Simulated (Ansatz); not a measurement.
# Se started on an N site and a Ga vacancy in wurtzite GaN, 15 atoms, charge −2

Wanted: the effect of changed settings on energy, forces, pressure and convergence.

Method: density functional theory in Ansatz 0.2.0, PAW datasets, plane waves.

1 further run of the same task is left out (for a known fault of the program).

## (1) The starting cell

15 atoms (7 Ga, 7 N, 1 Se); a = 6.365 Å, b = 5.513 Å, c = 5.186 Å, α = 90.00°, β = 90.00°, γ = 90.00°. All atoms were shaken off their sites by about 0.02 Å along each axis. Defect site 1: (0.500, 0.333, 0.376). Defect site 2: (0.250, 0.167, 0.500). Starting moments add up to 2 μB.

## (2) Single point with PBEsol

Contents of in.yaml:

```yaml
crystal:
  lattice:
    - [6.365492, 0.000000, 0.000000]
    - [0.000000, 5.512678, 0.000000]
    - [0.000000, 0.000000, 5.185618]
  atoms:
    - { symbol: Ga, position: [0.001665, 0.659460, 0.506609] }
    - { symbol: Ga, position: [0.752230, 0.169334, 0.498832], spin: 0.286 }
    - { symbol: Ga, position: [0.502419, 0.672331, 0.504205], spin: 0.286 }
    - { symbol: Ga, position: [0.997791, 0.332507, 0.996168] }
    - { symbol: Ga, position: [0.495247, 0.331866, 0.997716], spin: 0.286 }
    - { symbol: Ga, position: [0.250355, 0.834992, 0.007271] }
    - { symbol: Ga, position: [0.749450, 0.829629, 0.995062] }
    - { symbol: N, position: [0.000635, 0.339858, 0.374599], spin: 0.286 }
    - { symbol: N, position: [0.251322, 0.829652, 0.378000], spin: 0.286 }
    - { symbol: N, position: [0.751842, 0.830750, 0.375606] }
    - { symbol: N, position: [0.251164, 0.172137, 0.880045], spin: 0.286 }
    - { symbol: N, position: [0.003069, 0.665180, 0.878341] }
    - { symbol: N, position: [0.755656, 0.172035, 0.875838] }
    - { symbol: N, position: [0.500153, 0.660620, 0.879601] }
    - { symbol: Se, position: [0.501619, 0.334693, 0.373770], spin: 0.286 }
kpoints:
  mp_grid: { grid: [2, 2, 2], shift: [0.5, 0.5, 0.5] }
hamiltonian:
  xc: pbesol
total_charge: -2
magnetization:
  spin_polarized: true
scf:
  occupations: { method: fermi_dirac, width: 0.01 }
output:
  forces: true
  eigenvalues: true
  populations: true
  charged_corrections: { epsilon: 9.5 }
```

Launch:

```sh
$ ansatz run in.yaml --threads 8 --pin off --max-ram 13300MiB --runs-dir r --events-out ev --progress --plain
```

## (3) Variant: dispersion D3(BJ), starting moment 1 μB

Contents of in.yaml:

```yaml
crystal:
  lattice:
    - [6.365492, 0.000000, 0.000000]
    - [0.000000, 5.512678, 0.000000]
    - [0.000000, 0.000000, 5.185618]
  atoms:
    - { symbol: Ga, position: [0.001665, 0.659460, 0.506609] }
    - { symbol: Ga, position: [0.752230, 0.169334, 0.498832] }
    - { symbol: Ga, position: [0.502419, 0.672331, 0.504205] }
    - { symbol: Ga, position: [0.997791, 0.332507, 0.996168] }
    - { symbol: Ga, position: [0.495247, 0.331866, 0.997716] }
    - { symbol: Ga, position: [0.250355, 0.834992, 0.007271] }
    - { symbol: Ga, position: [0.749450, 0.829629, 0.995062] }
    - { symbol: N, position: [0.000635, 0.339858, 0.374599] }
    - { symbol: N, position: [0.251322, 0.829652, 0.378000] }
    - { symbol: N, position: [0.751842, 0.830750, 0.375606] }
    - { symbol: N, position: [0.251164, 0.172137, 0.880045] }
    - { symbol: N, position: [0.003069, 0.665180, 0.878341] }
    - { symbol: N, position: [0.755656, 0.172035, 0.875838] }
    - { symbol: N, position: [0.500153, 0.660620, 0.879601] }
    - { symbol: Se, position: [0.501619, 0.334693, 0.373770] }
kpoints:
  mp_grid: { grid: [2, 2, 2], shift: [0.5, 0.5, 0.5] }
hamiltonian:
  xc: pbesol
  dispersion: d3bj
total_charge: -2
magnetization:
  spin_polarized: true
  initial_magnetization: 1
scf:
  occupations: { method: fermi_dirac, width: 0.01 }
  max_iter: 90
output:
  forces: true
  eigenvalues: true
  stress: true
```

## (4) Changed settings: dispersion D3(BJ), mixer linear, cutoff 120 eV

Contents of in.yaml:

```yaml
crystal:
  lattice:
    - [6.365492, 0.000000, 0.000000]
    - [0.000000, 5.512678, 0.000000]
    - [0.000000, 0.000000, 5.185618]
  atoms:
    - { symbol: Ga, position: [0.001665, 0.659460, 0.506609] }
    - { symbol: Ga, position: [0.752230, 0.169334, 0.498832], spin: 0.286 }
    - { symbol: Ga, position: [0.502419, 0.672331, 0.504205], spin: 0.286 }
    - { symbol: Ga, position: [0.997791, 0.332507, 0.996168] }
    - { symbol: Ga, position: [0.495247, 0.331866, 0.997716], spin: 0.286 }
    - { symbol: Ga, position: [0.250355, 0.834992, 0.007271] }
    - { symbol: Ga, position: [0.749450, 0.829629, 0.995062] }
    - { symbol: N, position: [0.000635, 0.339858, 0.374599], spin: 0.286 }
    - { symbol: N, position: [0.251322, 0.829652, 0.378000], spin: 0.286 }
    - { symbol: N, position: [0.751842, 0.830750, 0.375606] }
    - { symbol: N, position: [0.251164, 0.172137, 0.880045], spin: 0.286 }
    - { symbol: N, position: [0.003069, 0.665180, 0.878341] }
    - { symbol: N, position: [0.755656, 0.172035, 0.875838] }
    - { symbol: N, position: [0.500153, 0.660620, 0.879601] }
    - { symbol: Se, position: [0.501619, 0.334693, 0.373770], spin: 0.286 }
kpoints:
  mp_grid: { grid: [2, 2, 2], shift: [0.5, 0.5, 0.5] }
basis: { ecutwfc: 120 }
hamiltonian:
  xc: pbesol
  dispersion: d3bj
total_charge: -2
magnetization:
  spin_polarized: true
scf:
  occupations: { method: fermi_dirac, width: 0.01 }
  max_iter: 100
  mixing: { algorithm: linear }
output:
  forces: true
  eigenvalues: true
  stress: true
```

## (5) Run again with mixing beta 0.2

Edit in.yaml of step 4 so:

```diff
@@ -23,6 +23,4 @@
   mp_grid: { grid: [2, 2, 2], shift: [0.5, 0.5, 0.5] }
-basis: { ecutwfc: 120 }
 hamiltonian:
   xc: pbesol
-  dispersion: d3bj
 total_charge: -2
@@ -33,3 +31,3 @@
   max_iter: 100
-  mixing: { algorithm: linear }
+  mixing: { beta: 0.2 }
 output:
```

## (6) Run again with cutoff 480 eV

Edit in.yaml of step 5 so:

```diff
@@ -23,2 +23,3 @@
   mp_grid: { grid: [2, 2, 2], shift: [0.5, 0.5, 0.5] }
+basis: { ecutwfc: 480 }
 hamiltonian:
@@ -30,4 +31,3 @@
   occupations: { method: fermi_dirac, width: 0.01 }
-  max_iter: 100
-  mixing: { beta: 0.2 }
+  max_iter: 80
 output:
```

Q: Predict the outcome of this session. Wanted: for each run, settings; status; energy from base; forces from base.

**Answer**, as computed:

| settings | status | cycles | time | energy from base (meV/atom) | forces from base (eV/Å rms) | filled to empty level on the mesh (eV) |
| --- | --- | --- | --- | --- | --- | --- |
| base | converged | 14 | 3.2 s (8 CPU threads) | 0 | 0 | 2.97 |
| dispersion D3(BJ), starting moment 1 μB | converged | 16 | 3.7 s (8 CPU threads) | - | 0.002 | 2.97 |
| dispersion D3(BJ), mixer linear, cutoff 120 eV | refused | - | 0.1 s (8 CPU threads) | - | - | - |
| mixing beta 0.2 | converged | 16 | 3.5 s (8 CPU threads) | 0.0 | 0.000 | 2.97 |
| cutoff 480 eV | converged | 14 | 3.7 s (8 CPU threads) | -3.1 | 0.001 | 2.97 |

**Reading.** Among these variants the forces move most with dispersion D3(BJ), starting moment 1 μB (0.002 eV/Å rms) and least with mixing beta 0.2 (0.000). 1 of 4 variants gave no result: dispersion D3(BJ), mixer linear, cutoff 120 eV (refused).
